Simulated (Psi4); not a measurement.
**[GeF3]− (SMILES [F][Ge-]([F])[F]): wB97X/cc-pVDZ**

What is the vertical singlet–triplet gap of [GeF3]− at wB97X/cc-pVDZ? 

The calculation is run with Psi4 1.11.

4 further runs of the same task are left out: 2 that didn't finish, 2 set aside as unsound or not needed.

## (1) The system as given

[GeF3]− has 4 atoms, charge -1, and is taken as a singlet. As SMILES, `[F][Ge-]([F])[F]`. Geometry: a GFN2-xTB relaxation, a rough one for these elements and not checked as a minimum.

Bond lengths: Ge1–F2 2.015 Å, Ge1–F3 2.020 Å, Ge1–F4 2.021 Å. Angles: F2–Ge1–F3 101.7°, F2–Ge1–F4 101.8°, F3–Ge1–F4 102.5°.

## (2) A single-point energy at wB97X/cc-pVDZ

File f3ge.py:

```python
import psi4

psi4.set_memory(1600000000)
psi4.set_num_threads(1)
psi4.set_output_file('run.log', False)

geom = psi4.geometry("""
-1 1
Ge    -0.007690     0.004630     0.667770
F      1.806220    -0.034700    -0.209550
F     -0.868040     1.590930    -0.240550
F     -0.930480    -1.560860    -0.217670
symmetry c1
no_reorient
no_com
""")

options = {'basis': 'cc-pVDZ', 'reference': 'rks', 'puream': True, 'e_convergence': 1e-09, 'd_convergence': 1e-08, 'scf_type': 'pk', 'dft_radial_points': 99, 'dft_spherical_points': 590}
psi4.set_options(options)

result, w = psi4.energy("wb97x", molecule=geom, return_wfn=True)
print('E =', round(result, 9))
for k, v in sorted(psi4.core.scalar_variables().items()):
    print(f'{k:45s} {v:18.10f}')
```

Run with:

```bash
python f3ge.py
```

run.log:

```text
[...]
  Running in c1 symmetry.
[...]
  Nuclear repulsion =  267.422101407045716
[...]
  Multiplicity = 1
[...]
  Nalpha       = 30
  Nbeta        = 30
[...]
    Number of basis functions: 69
[...]
   @RKS iter   1: -2376.19428122063482   -4.75304e+00   1.45325e-02 ADIIS/DIIS
[...]
   @RKS iter  11: -2376.63041170510587   -1.86446e-11   7.53866e-09 DIIS
[...]
    Orbital Energies [Eh]
    ---------------------
    Doubly Occupied:
       1A   -398.432060     2A    -49.678892     3A    -44.202406
       4A    -44.202403     5A    -44.201648     6A    -24.464406
       7A    -24.463462     8A    -24.463230     9A     -6.168086
      10A     -4.341704    11A     -4.341667    12A     -4.338787
      13A     -1.167160    14A     -1.167125    15A     -1.163733
      16A     -1.163646    17A     -1.162386    18A     -0.990463
      19A     -0.980173    20A     -0.979502    21A     -0.410192
      22A     -0.281700    23A     -0.281462    24A     -0.259517
      25A     -0.242178    26A     -0.241719    27A     -0.232141
      28A     -0.231778    29A     -0.227579    30A     -0.147744
[...]
  @RKS Final Energy: -2376.63041170510587
   => Energetics <=
    Nuclear Repulsion Energy =            267.4221014070457159
    One-Electron Energy =               -3860.7566760178083314
    Two-Electron Energy =                1302.1681046722821975
    DFT Exchange-Correlation Energy =     -85.4639417666251120
    Empirical Dispersion Energy =           0.0000000000000000
    VV10 Nonlocal Energy =                  0.0000000000000000
    Total Energy =                      -2376.6304117051049616
[...]
 Multipole Moments:
 ------------------------------------------------------------------------------------
     Multipole            Electronic (a.u.)      Nuclear  (a.u.)        Total (a.u.)
 ------------------------------------------------------------------------------------
 L = 1.  Multiply by 2.5417464519 to convert [e a0] to [Debye]
 Dipole X            :          0.3347911           -0.3340658            0.0007253
 Dipole Y            :         -0.1965603            0.2012369            0.0046766
 Dipole Z            :        -28.5170304           29.0237555            0.5067251
 Magnitude           :                                                    0.5067472
[...]
```

On the terminal:

```text
E = -2376.630411705
CURRENT ENERGY                                  -2376.6304117051
CURRENT REFERENCE ENERGY                        -2376.6304117051
DD SOLVATION ENERGY                                 0.0000000000
DFT FUNCTIONAL TOTAL ENERGY                     -2376.6304117051
DFT TOTAL ENERGY                                -2376.6304117051
DFT VV10 ENERGY                                     0.0000000000
DFT XC ENERGY                                     -85.4639417666
GRID ELECTRONS ALPHA                               29.9999983893
GRID ELECTRONS BETA                                29.9999983893
GRID ELECTRONS TOTAL                               59.9999967786
NUCLEAR REPULSION ENERGY                          267.4221014070
ONE-ELECTRON ENERGY                             -3860.7566760178
PCM POLARIZATION ENERGY                             0.0000000000
PE ENERGY                                           0.0000000000
SCF ITERATION ENERGY                            -2376.6304117051
SCF ITERATIONS                                     11.0000000000
SCF TOTAL ENERGY                                -2376.6304117051
TWO-ELECTRON ENERGY                              1302.1681046723
XC GRID RADIAL POINTS                              99.0000000000
XC GRID SPHERICAL POINTS                          590.0000000000
XC GRID TOTAL POINTS                           224807.0000000000
```

It took 22 s on 1 thread of Intel Xeon at 2.80GHz (Skylake/Cascade Lake), shared host; peak memory 0.81 GiB.

## (3) The triplet: energy and forces at U-wB97X/cc-pVDZ

File job.in:

```
memory 1600 MB

molecule m {
  -1 3
  Ge
  F 1 R2
  F 1 R3 2 A3
  F 1 R4 2 A4 3 D4

  R2 = 2.015318
  R3 = 2.020296
  A3 = 101.70637
  R4 = 2.021461
  A4 = 101.83419
  D4 = 105.63847
  symmetry c1
}

set basis cc-pVDZ
set reference uks
set puream true
set e_convergence 1e-09
set d_convergence 1e-08
set scf_type pk
set dft_radial_points 99
set dft_spherical_points 590
set maxiter 200

e, wfn = gradient('wb97x', return_wfn=True)
oeprop(wfn, 'WIBERG_LOWDIN_INDICES', 'DIPOLE', 'QUADRUPOLE', title='WB97X')
```

Run with:

```bash
psi4 job.in job.out -n 1
```

job.out:

```text
[...]
  Running in c1 symmetry.
[...]
  Nuclear repulsion =  267.422089090465761
[...]
  Multiplicity = 3
[...]
  Nalpha       = 31
  Nbeta        = 29
[...]
    Number of basis functions: 69
[...]
   @UKS iter   1: -2375.94897702354137   -4.50774e+00   1.44044e-02 DIIS/ADIIS
[...]
   @UKS iter  31: -2376.42877543409304    8.64020e-12   8.22863e-09 DIIS
[...]
   @S^2 Observed:                2.019288019E+00
[...]
    Orbital Energies [Eh]
    ---------------------
    Alpha Occupied:
       1A   -398.421260     2A    -49.669571     3A    -44.192963
       4A    -44.192926     5A    -44.192223     6A    -24.479745
       7A    -24.479457     8A    -24.478372     9A     -6.160093
      10A     -4.334380    11A     -4.334213    12A     -4.328980
      13A     -1.161047    14A     -1.160706    15A     -1.155571
      16A     -1.155030    17A     -1.152896    18A     -1.007770
      19A     -0.998634    20A     -0.998578    21A     -0.429783
      22A     -0.308137    23A     -0.307366    24A     -0.274085
      25A     -0.256020    26A     -0.255977    27A     -0.248538
      28A     -0.248296    29A     -0.239787    30A     -0.201408
      31A      0.050001
[...]
  @UKS Final Energy: -2376.42877543409304
   => Energetics <=
    Nuclear Repulsion Energy =            267.4220890904657608
    One-Electron Energy =               -3860.6559142017413251
    Two-Electron Energy =                1302.2326394189833536
    DFT Exchange-Correlation Energy =     -85.4275897418005030
    Empirical Dispersion Energy =           0.0000000000000000
    VV10 Nonlocal Energy =                  0.0000000000000000
    Total Energy =                      -2376.4287754340925858
[...]
  -Total Gradient:
     Atom            X                  Y                   Z
    ------   -----------------  -----------------  -----------------
       1       -0.070417880085    -0.052221643929    -0.037455770781
       2        0.023530563155     0.018493087399     0.007022803558
       3        0.021502998275     0.018550571402     0.015768736169
       4        0.025480740237     0.015221116774     0.014855591039
[...]
 Multipole Moments:
 ------------------------------------------------------------------------------------
     Multipole            Electronic (a.u.)      Nuclear  (a.u.)        Total (a.u.)
 ------------------------------------------------------------------------------------
 L = 1.  Multiply by 2.5417464519 to convert [e a0] to [Debye]
 Dipole X            :         -2.5088510            1.5769884           -0.9318627
 Dipole Y            :         -1.8994656            1.1959823           -0.7034833
 Dipole Z            :         -1.5479803            0.9856690           -0.5623113
 Magnitude           :                                                    1.2959362
 L = 2.  Multiply by 1.3450342976 to convert [e a0^2] to [Debye ang]
 Quadrupole XX       :       -127.6629779           98.9121195          -28.7508583
 Quadrupole XY       :         47.8145552          -46.1232514            1.6913038
[...]
```

Run time: 92 s. Hardware: 1 thread of Intel Xeon at 2.80GHz (Skylake/Cascade Lake), shared host; peak memory 0.81 GiB.

## (4) Summary of results

At wB97X/cc-pVDZ:

```
                                                      quantity           value
                                         singlet: total energy  -2376.63041 Eh
                                          singlet: HOMO energy        -4.02 eV
                                          singlet: LUMO energy         7.68 eV
singlet: HOMO–LUMO gap (to an unbound level, set by the basis)        11.70 eV
                                         triplet: total energy  -2376.42878 Eh
                   triplet: HOMO energy (highest over α and β)         1.36 eV
                    triplet: LUMO energy (lowest over α and β)         2.02 eV
                                                 triplet: ⟨S²⟩           2.019
                             triplet: largest force on an atom      4.902 eV/Å
              vertical energy of the triplet above the singlet        5.487 eV
```

**Reading.** At this shape the triplet lies 5.49 eV (127 kcal/mol) above the singlet. For an anion a state so high probably lies above electron detachment. The HOMO (triplet) lies at positive energy, 1.36 eV; only total energies tell whether the electron is bound.
